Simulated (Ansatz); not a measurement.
**Zr3MoC: from a guess to a relaxed structure, part 1 of 2**

The task: take a trial cell of Zr3MoC to zero force and stress.

Method: DFT PBE, scalar-relativistic, plane waves, PAW, in Ansatz 0.2.0.

**1. The structure to begin with**

Symmetry: Pm-3m, No. 221, cubic system. The conventional cell has a = 4.377 Å, b = 4.377 Å, c = 4.377 Å, α = 90.00°, β = 90.00°, γ = 90.00°. Zr (site symmetry 4/mmm) has 2 C at 2.19 Å as nearest neighbours. Mo (site symmetry m-3m) has 12 Zr at 3.10 Å as nearest neighbours. C (site symmetry m-3m) has 6 Zr at 2.19 Å as nearest neighbours.

Coordinates:

```cif
data_structure
_symmetry_space_group_name_H-M 'P 1'
_symmetry_Int_Tables_number 1
_cell_length_a 4.3772
_cell_length_b 4.3772
_cell_length_c 4.3772
_cell_angle_alpha 90.000
_cell_angle_beta 90.000
_cell_angle_gamma 90.000
_cell_volume 83.87
loop_
_atom_site_label
_atom_site_type_symbol
_atom_site_fract_x
_atom_site_fract_y
_atom_site_fract_z
_atom_site_occupancy
Zr1 Zr 0.50000 0.00000 0.50000 1
Zr2 Zr 0.00000 0.50000 0.50000 1
Zr3 Zr 0.50000 0.50000 0.00000 1
Mo1 Mo 0.00000 0.00000 0.00000 1
C1 C 0.50000 0.50000 0.50000 1
```

A structure generator made this guess: species swapped into a database cell of Y3PbC (Pm-3m, No. 221), with Zr on the Y sites and Mo on the Pb sites. Its size is a rough estimate.

**2. The guess as it stands, on a coarse mesh**

input.yaml

```yaml
crystal:
  lattice:
    - [4.37724993, 0.0, 0.0]
    - [0.0, 4.37724993, 0.0]
    - [0.0, 0.0, 4.37724993]
  atoms:
    - { symbol: Zr, position: [0.5, 0.0, 0.5] }
    - { symbol: Zr, position: [0.0, 0.5, 0.5] }
    - { symbol: Zr, position: [0.5, 0.5, 0.0] }
    - { symbol: Mo, position: [0.0, 0.0, 0.0] }
    - { symbol: C, position: [0.5, 0.5, 0.5] }
basis:
  ecutwfc: 420
kpoints:
  mp_grid: { grid: [4, 4, 4] }
hamiltonian:
  xc: pbe
scf:
  occupations: { method: gaussian, width: 0.1 }
  lower_state_search: "off"
output:
  forces: true
  stress: true
  eigenvalues: true
```

Started as:

```sh
ansatz run input.yaml --threads 1 --pin off --max-ram 2048MiB --backend cpu --events-out ev --progress --plain --runs-dir out
```

Log (excerpt; [...] marks lines left out):

```text
[...]
SCF converged after 7 iterations
Free energy (F): -17758.723623 eV
[...]
E sigma→0 (E₀):  -17758.716153 eV
Entropy (-TS):   -0.014939 eV (-2.988 meV/atom)
Fermi energy:    16.241129 eV
[...]
--- Forces (eV/Å), atoms counted from 1 ---
  atom   1  Zr     0.00000000    -0.00000000     0.00000000
  atom   2  Zr     0.00000000    -0.00000000     0.00000000
  atom   3  Zr     0.00000000    -0.00000000    -0.00000000
  atom   4  Mo    -0.00000000     0.00000000    -0.00000000
  atom   5  C      0.00000000     0.00000000     0.00000000
[...]
--- Stress (GPa, compression-positive) ---
       16.240062       0.000000       0.000000
        0.000000      16.240062       0.000000
        0.000000       0.000000      16.240062
  P = ⅓ Tr σ = 16.2401 GPa (162.401 kbar)
--- Band table (eV; the first three rows and the last of 10) ---
[...]
```

It took 1.8 s on 1 thread of Intel Xeon Platinum 8375C at 2.90GHz (Ice Lake), shared host; peak memory 0.41 GiB.

The probe gives pressure 16.2 GPa, largest force 0.00 eV/Å, gap on this mesh none (metal). A cheap, loose relaxation comes first.

**3. A loose first relaxation**

Edit input.yaml of step 2 so:

```diff
@@ -24 +24,6 @@
   eigenvalues: true
+relax:
+  adjacent_minimum: "off"
+  f_tol: 0.04
+  max_steps: 70
+  cell: { stress_tol: 0.4 }
```

Started as:

```sh
ansatz run input.yaml --threads 1 --pin off --max-ram 2048MiB --backend cpu --events-out ev --progress --plain --runs-dir out
```

Log:

```text
Warning: RAYON_NUM_THREADS=1 ignored (pool sized by the plan → 1); use --threads N
Engine: ansatz 0.2.0, x86_64-unknown-linux-gnu
Pseudopotentials: kind: paw
Pseudopotential: Zr, paw, valence charge 12, recommended cutoff 420 eV (normal), Zr.paw.azcp
Pseudopotential: Mo, paw, valence charge 14, recommended cutoff 420 eV (normal), Mo.paw.azcp
Pseudopotential: C, paw, valence charge 4, recommended cutoff 420 eV (normal), C.paw.azcp
Functional definition: PBE
  parameter kappa = 0.804
  parameter beta = 0.06672455060314922
  exchange = pbe_x(kappa = kappa, mu = beta*pi^2/3)
  correlation = pbe_c(beta = beta)
Crystal: 5 atoms, lattice volume = 83.869 Å³
Basis set: ecut = 420 eV, 1647 PW (Γ), exchange–correlation on 60×60×60 points (8 copies of the dense FFT grid, shifted against one another)
Bands: 33, of which v1, the nominal top of the filled ones, is band 27 counted from 1 (26 counted from 0)
Symmetry: 48 space group operations
Space group: Pm-3m (ITA 221), of the structure as read, at distance tolerance 4.4e-5 Å
k-points: 10 of 64
Non-local potential: Zr, projectors of the file, l = 0: 3, l = 1: 2, l = 2: 2, l = 3: 2
Non-local potential: Mo, projectors of the file, l = 0: 3, l = 1: 2, l = 2: 2, l = 3: 1
Non-local potential: C, projectors of the file, l = 0: 2, l = 1: 2, l = 2: 1
PAW form: soft (Blöchl's): semilocal exchange-correlation on the pseudo side does not see the compensation charge
PAW one-centre angular grid: Zr, 590 points (default); XC on 64 Gauss nodes
PAW one-centre angular grid: Mo, 590 points (default); XC on 64 Gauss nodes
PAW one-centre angular grid: C, 110 points (default); XC on 64 Gauss nodes
Initial density: superposition of atomic densities (neutral atoms: chi_scale 0, normalization atom), corrected by the library's trained network
Initial wavefunctions: pseudopotential atomic-orbital guess
Functional: x = pbe(κ = 0.804, μ = 0.2195149727645171), c = pbe(β = 0.06672455060314922)
SCF iter   1: F=—  HF=-17758.753861 eV  |F-HF|=—  |Δ(HF+E_count)|=         —  Δρ=1.10e-2  dr2=2.50e-1  ethr=1.77e-3  ⟨swp⟩=4.4  Hψ=1112  notcnv=0
preconditioner: auto → Resta (q_TF=auto, 2.535 Å⁻¹)  ε∞=20.2  [insulator: Δε(μ)=0.252 eV  Ē_g=4.335 eV  σ=0.100 eV  W_gap=0.89  n_scr=26 (ndim 8)  ℏωp=19.0 eV  f_vac=0.000  D(μ)=1.33/eV (n_scr^D=6)  ε∞_Penn≈20.2]
SCF iter   2: F=—  HF=-17758.730145 eV  |F-HF|=—  |Δ(HF+E_count)|=   2.37e-2  Δρ=4.97e-3  dr2=4.78e-2  ethr=4.63e-4  ⟨swp⟩=1.0  Hψ=410  notcnv=0
SCF iter   3: F=—  HF=-17758.723715 eV  |F-HF|=—  |Δ(HF+E_count)|=   6.43e-3  Δρ=1.12e-3  dr2=1.55e-3  ethr=8.85e-5  ⟨swp⟩=1.9  Hψ=360  notcnv=0
SCF iter   4: F=—  HF=-17758.723419 eV  |F-HF|=—  |Δ(HF+E_count)|=   2.96e-4  Δρ=4.21e-4  dr2=1.72e-4  ethr=2.87e-6  ⟨swp⟩=2.0  Hψ=404  notcnv=0
SCF iter   5: F=—  HF=-17758.723377 eV  |F-HF|=—  |Δ(HF+E_count)|=   4.28e-5  Δρ=8.65e-5  dr2=7.13e-6  ethr=3.19e-7  ⟨swp⟩=2.0  Hψ=389  notcnv=0
SCF iter   6: F=—  HF=-17758.723623 eV  |F-HF|=—  |Δ(HF+E_count)|=   2.46e-4  Δρ=1.31e-5  dr2=9.72e-8  ethr=1.85e-10  ⟨swp⟩=6.9  Hψ=1488  notcnv=0
SCF iter   7: F=-17758.723623 eV  HF=-17758.723623 eV  |F-HF|=4.02e-9  |Δ(HF+E_count)|=   7.68e-9  Δρ=2.59e-6  dr2=6.37e-9  ethr=1.80e-10  ⟨swp⟩=2.7  Hψ=1016  notcnv=0
SCF 1 converged in 7 iterations: F = -17758.723623 eV  dr2 = 6.37e-9
relax step   1: F+E_penalty+E_count = -17758.72362276 eV  Δ(F+E_penalty+E_count) = +0.000e0 eV  max|allowed force component| = 2.624e-29 eV/Å  Δτ_max = 0.0000 Å  P = +16.240 GPa  Ω = 83.869 Å³  (7 SCF iters, dr2 threshold 1.00e-7 eV, accepted)
Crystal: 5 atoms, lattice volume = 96.743 Å³
Basis set: ecut = 420 eV, 1863 PW (Γ), exchange–correlation on 60×60×60 points (8 copies of the dense FFT grid, shifted against one another)
Initial density: handed on by an earlier stage of this run
Initial wavefunctions: those handed on with the density
SCF iter   1: F=—  HF=-17759.641846 eV  |F-HF|=—  |Δ(HF+E_count)|=         —  Δρ=5.09e-2  dr2=8.11e0  ethr=3.10e-3  ⟨swp⟩=7.5  Hψ=1213  notcnv=0
preconditioner: auto → Kerker (q_TF=auto, 2.476 Å⁻¹)  [metal: Δε(μ)=0.017 eV  Ē_g=3.737 eV  σ=0.100 eV  W_gap=0.10  n_scr=26 (ndim 8)  ℏωp=17.7 eV  f_vac=0.000  D(μ)=5.86/eV (n_scr^D=56)]
SCF iter   2: F=—  HF=-17759.155493 eV  |F-HF|=—  |Δ(HF+E_count)|=   4.86e-1  Δρ=2.40e-2  dr2=1.96e0  ethr=3.10e-3  ⟨swp⟩=1.4  Hψ=414  notcnv=0
SCF iter   3: F=—  HF=-17758.983773 eV  |F-HF|=—  |Δ(HF+E_count)|=   1.72e-1  Δρ=3.49e-3  dr2=3.49e-2  ethr=3.10e-3  ⟨swp⟩=2.0  Hψ=379  notcnv=0
SCF iter   4: F=—  HF=-17758.978208 eV  |F-HF|=—  |Δ(HF+E_count)|=   5.57e-3  Δρ=9.27e-4  dr2=7.42e-4  ethr=6.46e-5  ⟨swp⟩=2.0  Hψ=481  notcnv=0  defer=7
SCF iter   5: F=—  HF=-17758.978155 eV  |F-HF|=—  |Δ(HF+E_count)|=   5.38e-5  Δρ=2.90e-4  dr2=6.77e-5  ethr=1.37e-6  ⟨swp⟩=2.0  Hψ=416  notcnv=0  defer=7
SCF iter   6: F=—  HF=-17758.978517 eV  |F-HF|=—  |Δ(HF+E_count)|=   3.62e-4  Δρ=4.95e-5  dr2=3.91e-6  ethr=1.25e-7  ⟨swp⟩=2.0  Hψ=408  notcnv=0  defer=7
SCF iter   7: F=-17758.978517 eV  HF=-17758.978517 eV  |F-HF|=1.04e-7  |Δ(HF+E_count)|=   2.11e-7  Δρ=8.68e-6  dr2=1.46e-7  ethr=9.26e-10  ⟨swp⟩=7.4  Hψ=1454  notcnv=0
SCF 2 converged in 7 iterations: F = -17758.978517 eV  dr2 = 1.46e-7
relax step   2: F+E_penalty+E_count = -17758.97851666 eV  Δ(F+E_penalty+E_count) = -2.549e-1 eV  max|allowed force component| = 2.255e-29 eV/Å  Δτ_max = 0.0000 Å  P = -7.058 GPa  Ω = 96.743 Å³  energy of the carried Pulay correction = -6.387e-3 eV  (7 SCF iters, dr2 threshold 5.00e-7 eV, accepted)
Crystal: 5 atoms, lattice volume = 92.445 Å³
Basis set: ecut = 420 eV, 1839 PW (Γ), exchange–correlation on 60×60×60 points (8 copies of the dense FFT grid, shifted against one another)
iter 1 solved again at ethr=9.04e-4 eV; its pass at ethr=3.10e-3 eV (dr2=4.88e-1 eV) is discarded
SCF iter   1: F=—  HF=-17759.141134 eV  |F-HF|=—  |Δ(HF+E_count)|=         —  Δρ=1.28e-2  dr2=4.88e-1  ethr=9.04e-4  ⟨swp⟩=1.0  Hψ=1584  notcnv=0
preconditioner: auto → Kerker (q_TF=auto, 2.494 Å⁻¹)  [metal: Δε(μ)=0.079 eV  Ē_g=4.064 eV  σ=0.100 eV  W_gap=0.40  n_scr=26 (ndim 8)  ℏωp=18.1 eV  f_vac=0.000  D(μ)=3.73/eV (n_scr^D=26)]
SCF iter   2: F=—  HF=-17759.101572 eV  |F-HF|=—  |Δ(HF+E_count)|=   3.96e-2  Δρ=5.40e-3  dr2=9.96e-2  ethr=9.03e-4  ⟨swp⟩=1.1  Hψ=332  notcnv=0
preconditioner: auto → Resta (q_TF=auto, 2.494 Å⁻¹)  ε∞=21.2  [insulator: Δε(μ)=0.111 eV  Ē_g=4.030 eV  σ=0.100 eV  W_gap=0.56  n_scr=26 (ndim 8)  ℏωp=18.1 eV  f_vac=0.000  D(μ)=4.30/eV (n_scr^D=32)  ε∞_Penn≈21.2]
SCF iter   3: F=—  HF=-17759.091166 eV  |F-HF|=—  |Δ(HF+E_count)|=   1.04e-2  Δρ=7.98e-4  dr2=1.11e-3  ethr=1.85e-4  ⟨swp⟩=2.0  Hψ=365  notcnv=0
SCF iter   4: F=—  HF=-17759.090988 eV  |F-HF|=—  |Δ(HF+E_count)|=   1.77e-4  Δρ=2.63e-4  dr2=6.99e-5  ethr=2.06e-6  ⟨swp⟩=2.0  Hψ=476  notcnv=0
SCF iter   5: F=—  HF=-17759.091367 eV  |F-HF|=—  |Δ(HF+E_count)|=   3.79e-4  Δρ=7.79e-5  dr2=4.71e-6  ethr=1.29e-7  ⟨swp⟩=2.0  Hψ=414  notcnv=0
SCF iter   6: F=-17759.091366 eV  HF=-17759.091367 eV  |F-HF|=2.67e-7  |Δ(HF+E_count)|=   5.12e-7  Δρ=1.52e-5  dr2=3.57e-7  ethr=9.26e-10  ⟨swp⟩=6.4  Hψ=1402  notcnv=0
SCF 3 converged in 6 iterations: F = -17759.091366 eV  dr2 = 3.57e-7
relax step   3: F+E_penalty+E_count = -17759.09136635 eV  Δ(F+E_penalty+E_count) = -1.128e-1 eV  max|allowed force component| = 1.181e-29 eV/Å  Δτ_max = 0.0000 Å  P = -0.984 GPa  Ω = 92.445 Å³  energy of the carried Pulay correction = -4.358e-3 eV  (6 SCF iters, dr2 threshold 5.00e-7 eV, accepted)
Crystal: 5 atoms, lattice volume = 91.785 Å³
Basis set: ecut = 420 eV, 1791 PW (Γ), exchange–correlation on 60×60×60 points (8 copies of the dense FFT grid, shifted against one another)
iter 1 solved again at ethr=2.45e-5 eV; its pass at ethr=3.10e-3 eV (dr2=1.32e-2 eV) is discarded
SCF iter   1: F=—  HF=-17759.094505 eV  |F-HF|=—  |Δ(HF+E_count)|=         —  Δρ=2.08e-3  dr2=1.28e-2  ethr=2.45e-5  ⟨swp⟩=1.0  Hψ=1251  notcnv=0
preconditioner: auto → Resta (q_TF=auto, 2.497 Å⁻¹)  ε∞=21.3  [insulator: Δε(μ)=0.107 eV  Ē_g=4.036 eV  σ=0.100 eV  W_gap=0.55  n_scr=26 (ndim 8)  ℏωp=18.2 eV  f_vac=0.000  D(μ)=4.74/eV (n_scr^D=32)  ε∞_Penn≈21.3]
SCF iter   2: F=—  HF=-17759.093434 eV  |F-HF|=—  |Δ(HF+E_count)|=   1.07e-3  Δρ=8.40e-4  dr2=2.35e-3  ethr=2.36e-5  ⟨swp⟩=1.1  Hψ=332  notcnv=0
SCF iter   3: F=—  HF=-17759.093186 eV  |F-HF|=—  |Δ(HF+E_count)|=   2.48e-4  Δρ=1.11e-4  dr2=1.85e-5  ethr=4.34e-6  ⟨swp⟩=2.0  Hψ=356  notcnv=0
SCF iter   4: F=—  HF=-17759.093570 eV  |F-HF|=—  |Δ(HF+E_count)|=   3.84e-4  Δρ=2.87e-5  dr2=8.60e-7  ethr=3.43e-8  ⟨swp⟩=2.2  Hψ=480  notcnv=0
iter 5 did not close the SCF: its close was put off for the readings that it lacked (scf_convergence_deferred on its scf_iter line)
SCF iter   5: F=-17759.093570 eV  HF=-17759.093570 eV  |F-HF|=5.29e-9  |Δ(HF+E_count)|=   3.18e-8  Δρ=8.27e-6  dr2=4.79e-8  ethr=1.59e-9  ⟨swp⟩=2.3  Hψ=497  notcnv=0
SCF iter   6: F=-17759.093570 eV  HF=-17759.093570 eV  |F-HF|=2.02e-9  |Δ(HF+E_count)|=  6.55e-10  Δρ=1.56e-6  dr2=3.11e-9  ethr=8.87e-11  ⟨swp⟩=2.0  Hψ=976  notcnv=0
SCF 4 converged in 6 iterations: F = -17759.093570 eV  dr2 = 3.11e-9
relax step   4: F+E_penalty+E_count = -17759.09356981 eV  Δ(F+E_penalty+E_count) = -2.203e-3 eV  max|allowed force component| = 3.208e-30 eV/Å  Δτ_max = 0.0000 Å  P = +0.076 GPa  Ω = 91.785 Å³  energy of the carried Pulay correction = -4.037e-3 eV  (6 SCF iters, dr2 threshold 5.00e-7 eV, accepted)
Basis set: ecut = 420 eV, 1791 PW (Γ), exchange–correlation on 64×64×64 points (8 copies of the dense FFT grid, shifted against one another)
Initial wavefunctions: pseudopotential atomic-orbital guess (no wavefunctions were taken with the density)
iter 1 solved again at ethr=1.68e-7 eV; its pass at ethr=3.10e-3 eV (dr2=9.07e-5 eV) is discarded
SCF iter   1: F=—  HF=-17759.099061 eV  |F-HF|=—  |Δ(HF+E_count)|=         —  Δρ=2.52e-4  dr2=1.02e-5  ethr=1.68e-7  ⟨swp⟩=3.1  Hψ=1880  notcnv=0
preconditioner: auto → Resta (q_TF=auto, 2.497 Å⁻¹)  ε∞=21.4  [insulator: Δε(μ)=0.101 eV  Ē_g=4.027 eV  σ=0.100 eV  W_gap=0.52  n_scr=26 (ndim 8)  ℏωp=18.2 eV  f_vac=0.000  D(μ)=5.07/eV (n_scr^D=56)  ε∞_Penn≈21.4]
SCF iter   2: F=—  HF=-17759.099009 eV  |F-HF|=—  |Δ(HF+E_count)|=   5.19e-5  Δρ=1.31e-4  dr2=1.97e-6  ethr=1.89e-8  ⟨swp⟩=2.0  Hψ=406  notcnv=0
SCF iter   3: F=—  HF=-17759.099022 eV  |F-HF|=—  |Δ(HF+E_count)|=   1.30e-5  Δρ=1.74e-5  dr2=4.42e-8  ethr=3.64e-9  ⟨swp⟩=2.1  Hψ=433  notcnv=0
iter 4 did not close the SCF: its close was put off for the readings that it lacked (scf_convergence_deferred on its scf_iter line)
SCF iter   4: F=-17759.099022 eV  HF=-17759.099022 eV  |F-HF|=1.86e-10  |Δ(HF+E_count)|=   1.22e-7  Δρ=7.37e-7  dr2=2.02e-10  ethr=8.18e-11  ⟨swp⟩=2.0  Hψ=431  notcnv=0
iter 5 did not close the SCF: its close was put off for the readings that it lacked (scf_convergence_deferred on its scf_iter line)
SCF iter   5: F=-17759.099022 eV  HF=-17759.099022 eV  |F-HF|=0.00e0  |Δ(HF+E_count)|=  2.26e-10  Δρ=1.36e-7  dr2=1.30e-11  ethr=1.00e-12  ⟨swp⟩=1.7  Hψ=427  notcnv=0
SCF iter   6: F=-17759.099022 eV  HF=-17759.099022 eV  |F-HF|=7.28e-12  |Δ(HF+E_count)|=  7.28e-12  Δρ=3.00e-8  dr2=7.28e-13  ethr=1.00e-12  ⟨swp⟩=2.9  Hψ=915  notcnv=0
SCF 5 converged in 6 iterations: F = -17759.099022 eV  dr2 = 7.28e-13
relax step   5: F+E_penalty+E_count = -17759.09902175 eV  Δ(F+E_penalty+E_count) = -5.452e-3 eV  max|allowed force component| = 6.712e-30 eV/Å  Δτ_max = 0.0000 Å  P = +0.132 GPa  Ω = 91.785 Å³  stress off target by 1.32e-1 GPa  SCF on the basis re-selected at this cell (its energy is not comparable with the rows above)  (6 SCF iters)
basis re-selected at this cell: Δ(F+E_penalty+E_count) = -5.452e-3 eV, ΔP = +0.057 GPa vs the last step (what re-selecting the basis moved, of the pressure what is left beyond the Pulay correction that the steps carried, after the strain that the cell walked since its last selection, with what the two solves' SCF thresholds leave and, on support functions, any second-order correction that the steps lacked; it is no measure of the basis error at this ecutwfc). The dense FFT grid was sized anew with the basis: this SCF ran on 32×32×32 points, the steps before it on 30×30×30, so part of this shift can come from that change (see relax.cell in the input reference). This SCF's stress stands 1.32e-1 GPa from its target on what of the cell is left free (relax.cell.stress_tol is 4.00e-1 GPa) and its largest allowed force component is 6.71e-30 eV/Å (relax.f_tol is 4.00e-2 eV/Å): within both
SCF converged after 6 iterations
Free energy (F): -17759.099022 eV
Harris-Foulkes:  -17759.099022 eV  (|F-HF|=7.28e-12)
Internal energy: -17759.073678 eV  (E = F + TS)
E sigma→0 (E₀):  -17759.086350 eV
Entropy (-TS):   -0.025344 eV (-5.069 meV/atom)
Fermi energy:    14.600052 eV
--- Per-component energies (eV) ---
  E_band       = -366.226690
  E_kinetic    = 1529.151713
  E_local      = -2895.556716  (includes V_loc(G=0)·N_el)
  E_nonlocal   = 408.028765
  E_hartree    = 922.090642
  E_xc         = -716.887536
  E_vxc        = -861.712796  (∫ρ·V_xc dr)
  E_paw        = -12161.455460  (= ΣΔE_a)
  E_vpaw       = -390.319054  (= ΣTr[D̂ρ^β])
  E_aug_tail   = 0.000098  (compensation charges beyond the density's cutoff)
  E_ewald      = -4844.445184
  E_smearing   = -0.025344  (= −TS)
  E_closure    = 0.000000  (closes the sum)
  Σ components = -17759.099022   (vs F -17759.099022, Δ=0.00e0)
--- Forces (eV/Å), atoms counted from 1 ---
  atom   1  Zr    -0.00000000     0.00000000     0.00000000
  atom   2  Zr     0.00000000    -0.00000000     0.00000000
  atom   3  Zr     0.00000000     0.00000000     0.00000000
  atom   4  Mo    -0.00000000    -0.00000000     0.00000000
  atom   5  C      0.00000000    -0.00000000     0.00000000
  max |Σ_I F_I| component: 1.41e-29 eV/Å
--- Stress (GPa, compression-positive) ---
        0.132353       0.000000      -0.000000
        0.000000       0.132353      -0.000000
       -0.000000      -0.000000       0.132353
  P = ⅓ Tr σ = 0.1324 GPa (1.324 kbar)
--- Band table (eV; the first three rows and the last of 10) ---
  k-point 0: bands = ["-45.9325", "-33.8697", "-33.7119", "-33.7119", "-19.9864", "-19.9864", "-19.9864", "-12.2489", "-12.2489", "-12.2489", "-11.7908", "-11.7908", "-11.7908", "-11.5430", "-11.5430", "-11.5430", "3.4142", "9.7128", "11.6471", "11.6471", "12.2537", "12.2537", "12.2537", "13.9300", "13.9300", "13.9300", "15.1192", "15.1192", "15.1192", "17.0998", "17.0998", "18.7728", "18.7728"]
  k-point 1: bands = ["-45.9324", "-33.8499", "-33.7322", "-33.7117", "-19.9861", "-19.9856", "-19.9856", "-12.1962", "-12.1962", "-12.1641", "-11.8123", "-11.8123", "-11.7990", "-11.6670", "-11.5822", "-11.5822", "3.8424", "10.2357", "11.8506", "12.1050", "12.4208", "12.4208", "12.4816", "12.5629", "13.8565", "13.8565", "14.5594", "15.3437", "15.3437", "16.3084", "16.8601", "17.2433", "17.3737"]
  k-point 2: bands = ["-45.9323", "-33.8178", "-33.7647", "-33.7115", "-19.9857", "-19.9848", "-19.9848", "-12.1267", "-12.1267", "-11.9374", "-11.9324", "-11.8519", "-11.8519", "-11.8072", "-11.6203", "-11.6203", "4.3654", "10.5287", "11.7927", "12.0394", "12.5651", "12.5651", "12.7047", "13.2603", "13.6324", "14.1616", "14.1616", "14.8584", "14.8584", "15.0457", "15.9914", "17.2629", "17.2629"]
  k-point 9: bands = ["-45.9321", "-33.7638", "-33.7638", "-33.7638", "-19.9913", "-19.9913", "-19.9913", "-12.6638", "-12.1438", "-12.1438", "-12.1438", "-11.5668", "-11.5668", "-11.5668", "-11.5263", "-11.5263", "6.4417", "9.6507", "9.6507", "9.6507", "11.5267", "13.1242", "13.1242", "13.1242", "14.4836", "14.4836", "15.6039", "15.6039", "15.6039", "15.6122", "15.6122", "15.6122", "18.0704"]
--- Relaxed structure (4 steps of the walk, 4 accepted, 1 SCFs on fresh bases) ---
  F+E_penalty+E_count = -17759.09902175 eV   max|allowed force component| = 6.712e-30 eV/Å   (the final SCF, on the basis selected at the relaxed cell)
  cell:  # Å, volume = 91.7850 Å³
    - [4.510838025194136, -1.2679038800549302e-33, -2.311115933264683e-33]
    - [-4.975319023000359e-34, 4.510838025194136, -2.5679065925163143e-34]
    - [-2.311115933264683e-33, -2.5679065925163143e-34, 4.510838025194136]
  atoms:
    - { symbol: Zr, position: [0.5, -1.7416123863885136e-36, 0.5] }
    - { symbol: Zr, position: [-2.3236775787196318e-35, 0.5, 0.5] }
    - { symbol: Zr, position: [0.5, 0.5, -1.0083019079288841e-36] }
    - { symbol: Mo, position: [5.112548992223504e-35, 5.591492398495896e-36, -1.0083019079255445e-36] }
    - { symbol: C, position: [0.5, 0.5, 0.5] }
```

It took 9.8 s on 1 thread of Intel Xeon Platinum 8375C at 2.90GHz (Ice Lake), shared host; peak memory 0.41 GiB.

Relaxation path:

| step | E - E(step 1) (eV/cell) | largest force component (eV/Å) | pressure (GPa) | volume (Å³) |
| --- | --- | --- | --- | --- |
| 1 | 0.0000 | 0.0000 | 16.24 | 83.87 |
| 2 | -0.2549 | 0.0000 | -7.06 | 96.74 |
| 3 | -0.3677 | 0.0000 | -0.98 | 92.45 |
| 4 | -0.3699 | 0.0000 | 0.08 | 91.78 |
| 5 | -0.3754 | 0.0000 | 0.13 | 91.78 |

Step 1 is the start. Step 5 repeats the geometry before it on a plane-wave basis chosen anew for that cell, so its energy need not be comparable with the rows above.

|  | before | after | change |
| --- | --- | --- | --- |
| a (Å) | 4.377 | 4.511 | +3.1 % |
| b (Å) | 4.377 | 4.511 | +3.1 % |
| c (Å) | 4.377 | 4.511 | +3.1 % |
| volume (Å³/atom) | 16.77 | 18.36 | +9.4 % |
| shortest distance (Å) | 2.189 | 2.255 | +3.1 % |
| space group (0.01 Å) | Pm-3m | Pm-3m | same |

The run keeps the 48 symmetry operations of the start, so it could not have lowered the symmetry.

(Continued in part 2 of 2.)
